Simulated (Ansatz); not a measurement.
# AlCl (Fm-3m) in Ansatz: reference runs

How does AlCl come out in PBE? The cell is run as given and disturbed.

Program: Ansatz 0.2.0. These are calculated values, not measurements. Logs are shortened: lines on timing, memory, paths and dates and some standing lists are left out, and cuts for length are marked.

## 1. The crystal as given

The structure is cubic, space group Fm-3m (No. 225). The conventional cell has a = 5.697 Å, b = 5.697 Å, c = 5.697 Å, α = 90.00°, β = 90.00°, γ = 90.00°. Al (site symmetry m-3m) is surrounded by 6 Cl at 2.85 Å. Cl (site symmetry m-3m) is surrounded by 6 Al at 2.85 Å.

The cell was built by a generator and needn't be a form met in nature.

## 2. Single point, PBE

Contents of input.yaml:

```yaml
crystal:
  lattice:
    - [0.0, 2.84863476, 2.84863476]
    - [2.84863476, 0.0, 2.84863476]
    - [2.84863476, 2.84863476, 0.0]
  atoms:
    - { symbol: Al, position: [0.5, 0.5, 0.5] }
    - { symbol: Cl, position: [0.0, 0.0, 0.0] }
kpoints:
  mp_grid: { grid: [8, 8, 8] }
scf:
  occupations: { method: fermi_dirac, width: 0.05 }
hamiltonian:
  xc: pbe
  pseudopotentials: { kind: all_electron, lapw: { basis_error: 0.001 } }
output:
  forces: true
  stress: true
  eigenvalues: true
  populations: true
```

Potentials or basis: all-electron LAPW, scalar-relativistic.

Launch:

```console
ansatz run input.yaml --threads 1 --pin off --max-ram 3072MiB --backend cpu --events-out ev --progress --plain --runs-dir out
```

Standard output:

```text
Warning: RAYON_NUM_THREADS=1 ignored (pool sized by the plan → 1); use --threads N
Al: projections on atomic orbitals take those of the free atom 1s2 2s2 2p6 3s2 3p1, of charge +0.00 (hamiltonian.pseudopotentials.projection_atoms)
Cl: projections on atomic orbitals take those of the free atom 1s2 2s2 2p6 3s2 3p5, of charge +0.00 (hamiltonian.pseudopotentials.projection_atoms)
LAPW: plane waves up to 6.324 Å⁻¹, error target 1.0e-3 eV per atom; small_component_spin mean_spin; Al in spheres of 1.364 Å, 11 of its electrons in bands, Dirac shells []; Cl in spheres of 1.485 Å, 15 of its electrons in bands, Dirac shells [] (how accurate: hamiltonian.pseudopotentials.lapw.basis_error, Limitations)
Engine: ansatz 0.2.0, aarch64-unknown-linux-gnu
Pseudopotentials: kind: all_electron
Pseudopotential: Al, LAPW, valence charge 11, lapw/all_electron/scalar/gaussian/Al, Koelling and Harmon's equation, gaussian nucleus
Pseudopotential: Cl, LAPW, valence charge 15, lapw/all_electron/scalar/gaussian/Cl, Koelling and Harmon's equation, gaussian nucleus
Functional definition: PBE
  parameter kappa = 0.804
  parameter beta = 0.06672455060314922
  exchange = pbe_x(kappa = kappa, mu = beta*pi^2/3)
  correlation = pbe_c(beta = beta)
Crystal: 2 atoms, lattice volume = 46.232 Å³
Basis set: ecut = 152.34914683167347 eV, 181 PW (Γ), exchange–correlation at level 2
Bands: 17, of which v1, the nominal top of the filled ones, is band 13 counted from 1 (12 counted from 0)
Symmetry: 48 space group operations
Space group: Fm-3m (ITA 225), of the structure as read, at distance tolerance 3.6e-5 Å
k-points: 29 of 512
Non-local potential: Al, projectors of the file, none
Non-local potential: Cl, projectors of the file, none
Initial density: superposition of atomic densities (chi_scale 0.1, normalization cell, long waves kept (reshape's long-wave potential 0.00 eV rms))
Initial wavefunctions: plane waves of lowest kinetic energy (no species holds an atomic orbital)
Functional: x = pbe(κ = 0.804, μ = 0.2195149727645171), c = pbe(β = 0.06672455060314922)
iter 1 solved again at ethr=6.34e-4 eV; its pass at ethr=1.00e-1 eV (dr2=1.65e-1 eV) is discarded
SCF iter   1: F=—  HF=-19165.989021 eV  |F-HF|=—  |Δ(HF+E_count)|=         —  Δρ=1.39e-2  dr2=1.64e-1  ethr=6.34e-4  ⟨swp⟩=2.6  Hψ=3272  notcnv=0
preconditioner: auto → none  [insulator: Δε(μ)=0.440 eV  Ē_g=8.712 eV  σ=0.050 eV  W_gap=0.98  n_scr=14 (ndim 8)  ℏωp=15.4 eV  f_vac=0.000  D(μ)=0.01/eV (n_scr^D=0)  ε∞_Penn≈4.1]
iter 2 solved again at ethr=2.31e-5 eV; its pass at ethr=6.31e-4 eV (dr2=6.01e-3 eV) is discarded
SCF iter   2: F=—  HF=-19165.914184 eV  |F-HF|=—  |Δ(HF+E_count)|=   7.48e-2  Δρ=3.36e-3  dr2=6.04e-3  ethr=2.31e-5  ⟨swp⟩=2.0  Hψ=2495  notcnv=0
SCF iter   3: F=—  HF=-19165.910255 eV  |F-HF|=—  |Δ(HF+E_count)|=   3.93e-3  Δρ=2.55e-3  dr2=4.44e-3  ethr=2.31e-5  ⟨swp⟩=2.1  Hψ=1440  notcnv=0
SCF iter   4: F=—  HF=-19165.912287 eV  |F-HF|=—  |Δ(HF+E_count)|=   2.03e-3  Δρ=5.35e-4  dr2=1.93e-4  ethr=1.71e-5  ⟨swp⟩=2.6  Hψ=1445  notcnv=0
SCF iter   5: F=—  HF=-19165.912430 eV  |F-HF|=—  |Δ(HF+E_count)|=   1.42e-4  Δρ=6.07e-5  dr2=2.60e-6  ethr=7.42e-7  ⟨swp⟩=3.0  Hψ=1433  notcnv=0
SCF iter   6: F=-19165.912434 eV  HF=-19165.912434 eV  |F-HF|=1.55e-8  |Δ(HF+E_count)|=   4.19e-6  Δρ=4.29e-6  dr2=1.24e-8  ethr=1.00e-8  ⟨swp⟩=3.0  Hψ=1460  notcnv=0
SCF 1 converged in 6 iterations: F = -19165.912434 eV  dr2 = 1.24e-8
SCF converged after 6 iterations
Free energy (F): -19165.912434 eV
Harris-Foulkes:  -19165.912434 eV  (|F-HF|=1.55e-8)
Internal energy: -19165.912366 eV  (E = F + TS)
E sigma→0 (E₀):  -19165.912400 eV
Entropy (-TS):   -0.000068 eV (-0.034 meV/atom)
Fermi energy:    6.914612 eV
--- Per-component energies (eV) ---
  E_band       = -2117.560792
  E_kinetic    = 19249.315333
  E_xc         = -1272.419805
  E_electrostatic = -37142.807894  (all electrons and nuclei)
  E_smearing   = -0.000068  (= −TS)
  E_closure    = 0.000000  (closes the sum)
  E_atoms      = -19160.009471  (free atoms, spherical and without spin; not in F)
  Σ components = -19165.912434   (vs F -19165.912434, Δ=0.00e0)
  Basis errors (estimates in eV, not in F): energy 3.8e-4 per atom: plane waves 3.6e-4 (2.0e-4 summed), levels above the bands 3.2e-47, relativity 1.1e-8, radial functions 1.9e-5, core shells 9.1e-16; eigenvalues (radial functions only) 5.4e-6; not estimated: angular momenta, meshes, grids; target (lapw.basis_error) 1.0e-3; muffin-tin radii Al 1.364 Å, Cl 1.485 Å
--- Forces (eV/Å), atoms counted from 1 ---
  atom   1  Al     0.00000000     0.00000000     0.00000000
  atom   2  Cl    -0.00000000     0.00000000     0.00000000
  max |Σ_I F_I| component: 8.22e-31 eV/Å
--- Stress (GPa, compression-positive) ---
        5.690562       0.000000      -0.000000
        0.000000       5.690562       0.000000
       -0.000000       0.000000       5.690562
  P = ⅓ Tr σ = 5.6906 GPa (56.906 kbar)
--- Band table (eV; the first three rows and the last of 29) ---
  k-point 0: bands = ["-241.3068", "-180.2230", "-180.2230", "-180.2230", "-97.3851", "-58.8642", "-58.8642", "-58.8642", "-10.6411", "1.9337", "1.9337", "1.9337", "2.6189", "11.9629", "11.9629", "11.9629", "12.0928"]
  k-point 1: bands = ["-241.3068", "-180.2230", "-180.2230", "-180.2230", "-97.3851", "-58.8642", "-58.8642", "-58.8642", "-10.5877", "0.9663", "1.9068", "1.9068", "3.6377", "10.6465", "11.0161", "11.0161", "12.4556"]
  k-point 2: bands = ["-241.3068", "-180.2230", "-180.2230", "-180.2230", "-97.3851", "-58.8643", "-58.8642", "-58.8642", "-10.4534", "-0.0900", "1.8453", "1.8453", "4.8539", "9.2118", "9.9306", "9.9306", "12.8933"]
  k-point 28: bands = ["-241.3068", "-180.2230", "-180.2230", "-180.2230", "-97.3851", "-58.8643", "-58.8643", "-58.8642", "-10.1362", "0.3659", "0.3659", "0.4517", "5.0695", "8.9866", "10.0476", "10.0476", "14.0439"]
--- Löwdin populations: 2 sites ---
  site symbol       q [e]
     0     Al     12.8645
     1     Cl     17.0846
  spilling = 0.001699 (of n_electrons = 30.000000)
```

It took 2.4 s on 1 thread of Arm Neoverse V2, shared host; peak memory 0.23 GiB.

Results:

```
Free energy            : -19165.9124 eV
Pressure               : 5.7 GPa
Band gap on the k mesh : 0.53 eV, direct
Loewdin charges        : Al +0.14; Cl -0.08 e
```

A k mesh can miss the band edges.

## 3. Single point, PBE (atoms moved at random, drawn with an rms of 0.05 Å)

input.yaml: that of step 2 with these lines changed.

```diff
@@ -6,4 +6,4 @@
   atoms:
-    - { symbol: Al, position: [0.5, 0.5, 0.5] }
-    - { symbol: Cl, position: [0.0, 0.0, 0.0] }
+    - { symbol: Al, position: [0.486442, 0.509573, 0.498632] }
+    - { symbol: Cl, position: [-0.01302, 0.002402, 0.011719] }
 kpoints:
```

Potentials or basis: all-electron LAPW, scalar-relativistic.

Launch:

```console
ansatz run input.yaml --threads 1 --pin off --max-ram 3072MiB --backend cpu --events-out ev --progress --plain --runs-dir out
```

Standard output:

```text
Warning: RAYON_NUM_THREADS=1 ignored (pool sized by the plan → 1); use --threads N
Al: projections on atomic orbitals take those of the free atom 1s2 2s2 2p6 3s2 3p1, of charge +0.00 (hamiltonian.pseudopotentials.projection_atoms)
Cl: projections on atomic orbitals take those of the free atom 1s2 2s2 2p6 3s2 3p5, of charge +0.00 (hamiltonian.pseudopotentials.projection_atoms)
LAPW: plane waves up to 6.427 Å⁻¹, error target 1.0e-3 eV per atom; small_component_spin mean_spin; Al in spheres of 1.350 Å, 11 of its electrons in bands, Dirac shells []; Cl in spheres of 1.460 Å, 15 of its electrons in bands, Dirac shells [] (how accurate: hamiltonian.pseudopotentials.lapw.basis_error, Limitations)
Engine: ansatz 0.2.0, aarch64-unknown-linux-gnu
Pseudopotentials: kind: all_electron
Pseudopotential: Al, LAPW, valence charge 11, lapw/all_electron/scalar/gaussian/Al, Koelling and Harmon's equation, gaussian nucleus
Pseudopotential: Cl, LAPW, valence charge 15, lapw/all_electron/scalar/gaussian/Cl, Koelling and Harmon's equation, gaussian nucleus
Functional definition: PBE
  parameter kappa = 0.804
  parameter beta = 0.06672455060314922
  exchange = pbe_x(kappa = kappa, mu = beta*pi^2/3)
  correlation = pbe_c(beta = beta)
Crystal: 2 atoms, lattice volume = 46.232 Å³
Basis set: ecut = 157.37348387093016 eV, 181 PW (Γ), exchange–correlation at level 2
Bands: 17, of which v1, the nominal top of the filled ones, is band 13 counted from 1 (12 counted from 0)
Symmetry: 1 space group operations
Space group: P1 (ITA 1), of the structure as read, at distance tolerance 3.6e-5 Å
k-points: 260 of 512 (time reversal used)
Non-local potential: Al, projectors of the file, none
Non-local potential: Cl, projectors of the file, none
Initial density: superposition of atomic densities (chi_scale 0.1, normalization cell, long waves kept (reshape's long-wave potential 0.00 eV rms))
Initial wavefunctions: plane waves of lowest kinetic energy (no species holds an atomic orbital)
Functional: x = pbe(κ = 0.804, μ = 0.2195149727645171), c = pbe(β = 0.06672455060314922)
iter 1 solved again at ethr=6.64e-4 eV; its pass at ethr=1.00e-1 eV (dr2=1.73e-1 eV) is discarded
SCF iter   1: F=—  HF=-19165.988218 eV  |F-HF|=—  |Δ(HF+E_count)|=         —  Δρ=1.42e-2  dr2=1.72e-1  ethr=6.64e-4  ⟨swp⟩=2.5  Hψ=29342  notcnv=0
preconditioner: auto → none  [insulator: Δε(μ)=0.439 eV  Ē_g=8.714 eV  σ=0.050 eV  W_gap=0.98  n_scr=14 (ndim 8)  ℏωp=15.4 eV  f_vac=0.000  D(μ)=0.01/eV (n_scr^D=0)  ε∞_Penn≈4.1]
iter 2 solved again at ethr=2.36e-5 eV; its pass at ethr=6.61e-4 eV (dr2=6.13e-3 eV) is discarded
SCF iter   2: F=—  HF=-19165.913424 eV  |F-HF|=—  |Δ(HF+E_count)|=   7.48e-2  Δρ=3.42e-3  dr2=6.16e-3  ethr=2.36e-5  ⟨swp⟩=2.0  Hψ=22424  notcnv=0
SCF iter   3: F=—  HF=-19165.909515 eV  |F-HF|=—  |Δ(HF+E_count)|=   3.91e-3  Δρ=2.57e-3  dr2=4.51e-3  ethr=2.36e-5  ⟨swp⟩=2.2  Hψ=13088  notcnv=0
SCF iter   4: F=—  HF=-19165.911547 eV  |F-HF|=—  |Δ(HF+E_count)|=   2.03e-3  Δρ=5.41e-4  dr2=1.98e-4  ethr=1.74e-5  ⟨swp⟩=2.4  Hψ=12743  notcnv=0
SCF iter   5: F=—  HF=-19165.911689 eV  |F-HF|=—  |Δ(HF+E_count)|=   1.42e-4  Δρ=6.28e-5  dr2=2.78e-6  ethr=7.61e-7  ⟨swp⟩=3.0  Hψ=12877  notcnv=0
SCF iter   6: F=-19165.911693 eV  HF=-19165.911693 eV  |F-HF|=3.32e-8  |Δ(HF+E_count)|=   4.32e-6  Δρ=5.49e-6  dr2=1.97e-8  ethr=1.07e-8  ⟨swp⟩=3.0  Hψ=13128  notcnv=0
SCF 1 converged in 6 iterations: F = -19165.911693 eV  dr2 = 1.97e-8
SCF converged after 6 iterations
Free energy (F): -19165.911693 eV
Harris-Foulkes:  -19165.911693 eV  (|F-HF|=3.32e-8)
Internal energy: -19165.911628 eV  (E = F + TS)
E sigma→0 (E₀):  -19165.911660 eV
Entropy (-TS):   -0.000065 eV (-0.033 meV/atom)
Fermi energy:    6.914540 eV
--- Per-component energies (eV) ---
  E_band       = -2117.582233
  E_kinetic    = 19249.315038
  E_xc         = -1272.422696
  E_electrostatic = -37142.803970  (all electrons and nuclei)
  E_smearing   = -0.000065  (= −TS)
  E_closure    = 0.000000  (closes the sum)
  E_atoms      = -19160.009471  (free atoms, spherical and without spin; not in F)
  Σ components = -19165.911693   (vs F -19165.911693, Δ=0.00e0)
  Basis errors (estimates in eV, not in F): energy 4.0e-4 per atom: plane waves 3.7e-4 (2.1e-4 summed), levels above the bands 4.4e-48, relativity 9.0e-9, radial functions 2.6e-5, core shells 2.2e-11; eigenvalues (radial functions only) 4.2e-6; not estimated: angular momenta, meshes, grids; target (lapw.basis_error) 1.0e-3; muffin-tin radii Al 1.350 Å, Cl 1.460 Å
--- Forces (eV/Å), atoms counted from 1 ---
  atom   1  Al     0.01164161     0.02676865    -0.01305046
  atom   2  Cl    -0.01163540    -0.02675492     0.01304364
  max |Σ_I F_I| component: 1.37e-5 eV/Å
--- Stress (GPa, compression-positive) ---
        5.707672      -0.001395       0.000686
       -0.001395       5.707595       0.001565
        0.000686       0.001565       5.707665
  P = ⅓ Tr σ = 5.7076 GPa (57.076 kbar)
--- Band table (eV; the first three rows and the last of 260) ---
  k-point 0: bands = ["-241.3086", "-180.2251", "-180.2249", "-180.2248", "-97.3840", "-58.8631", "-58.8630", "-58.8629", "-10.6436", "1.9271", "1.9316", "1.9321", "2.6230", "11.8496", "11.8841", "11.9508", "12.1034"]
  k-point 1: bands = ["-241.3086", "-180.2251", "-180.2249", "-180.2248", "-97.3840", "-58.8631", "-58.8630", "-58.8629", "-10.5902", "0.9663", "1.9016", "1.9047", "3.6387", "10.6357", "11.0086", "11.0178", "12.4557"]
  k-point 2: bands = ["-241.3086", "-180.2251", "-180.2249", "-180.2248", "-97.3840", "-58.8631", "-58.8631", "-58.8629", "-10.4560", "-0.0894", "1.8400", "1.8431", "4.8537", "9.2086", "9.9286", "9.9325", "12.8974"]
  k-point 259: bands = ["-241.3086", "-180.2251", "-180.2249", "-180.2248", "-97.3840", "-58.8632", "-58.8631", "-58.8629", "-10.2512", "-1.0919", "1.7608", "1.7646", "6.6593", "7.1955", "8.9976", "9.0004", "13.9322"]
--- Löwdin populations: 2 sites ---
  site symbol       q [e]
     0     Al     12.8648
     1     Cl     17.0842
  spilling = 0.001701 (of n_electrons = 30.000000)
```

populations.tsv:

```text
# site	symbol	l	j	q
# orbitals = lowdin
# n_electrons = 30.000000
# spilling = 0.001701
# projection_atom_Al: 1s2 2s2 2p6 3s2 3p1
# projection_atom_Cl: 1s2 2s2 2p6 3s2 3p5
0	Al	0_1S	-	1.999973
0	Al	0_2S	-	1.997558
0	Al	0_3S	-	1.790005
0	Al	1_2P	-	5.999315
0	Al	1_3P	-	1.077906
1	Cl	0_1S	-	1.999943
1	Cl	0_2S	-	1.996206
1	Cl	0_3S	-	1.854611
1	Cl	1_2P	-	5.999591
1	Cl	1_3P	-	5.233873
```

Wall time 27 s (1 thread of Arm Neoverse V2, shared host); peak memory 0.4 GiB.

What came out:

| Property | Result |
| --- | --- |
| Free energy | -19165.9117 eV |
| Pressure | 5.7 GPa |
| Largest force | 0.032 eV/Å |
| Band gap on the k mesh | 0.53 eV, direct |
| Loewdin charges | Al +0.14; Cl -0.08 e |

Forces on the atoms (eV/Å):
```
Al   0.012  0.027 -0.013
Cl  -0.012 -0.027  0.013
```

A k mesh can miss the band edges.
